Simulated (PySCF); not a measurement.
# C4H10B2: the cost of one run

Programs: PySCF 2.14.0, with density-fitted response routines of our own. Each step states its level of theory. These are calculated values for one molecule in the gas phase, unless marked as measured. Atoms are numbered from 0 throughout.

## (1) The molecule as given

16 atoms, charge 0, multiplicity 1; geometry from: GFN2-xTB.

Bonds of the start (Å): B0–C1 1.57, C1–C2 1.51, C2–C3 1.48, C3–C4 1.53, C4–B5 1.53, C4–C2 1.53, B0–H6 1.17, B0–H7 1.17, C1–H8 1.10, C1–H9 1.10, C2–H10 1.08, C3–H11 1.08, C3–H12 1.08, C4–H13 1.09, B5–H14 1.17, B5–H15 1.17.

## (2) Spin-spin couplings: B3LYP/pcJ-1

The job: settings as JSON, then the geometry in Å.

```
{"job": {"kind": "j", "xc": "B3LYP", "basis": "pcJ-1"}, "charge": 0, "multiplicity": 1}
B      2.660291    -0.024085     0.411007
C      1.315375     0.171947    -0.375963
C      0.053270     0.226103     0.453049
C     -0.658773    -1.010280     0.836460
C     -1.291109    -0.097311    -0.210056
B     -2.518300     0.757959     0.118974
H      2.672087    -0.164259     1.570565
H      3.664388    -0.036765    -0.188356
H      1.226924    -0.634629    -1.112689
H      1.384411     1.084712    -0.980004
H      0.038766     1.038103     1.169786
H     -1.131856    -1.062391     1.805155
H     -0.273788    -1.957587     0.487337
H     -1.179928    -0.472376    -1.223452
H     -2.688444     1.138128     1.213551
H     -3.280914     1.051673    -0.719293
```

Method: B3LYP/pcJ-1 indirect spin-spin coupling, non-relativistic, gas phase.

Launch:

```
$ OMP_NUM_THREADS=1 python probes_run.py task.json out
```

This one command runs all jobs of the session in turn.

Q: Estimate the wall time and peak memory of this job on 1 thread of Arm Neoverse V1, shared host.

About 66 s, with a peak of 1.1 GiB.
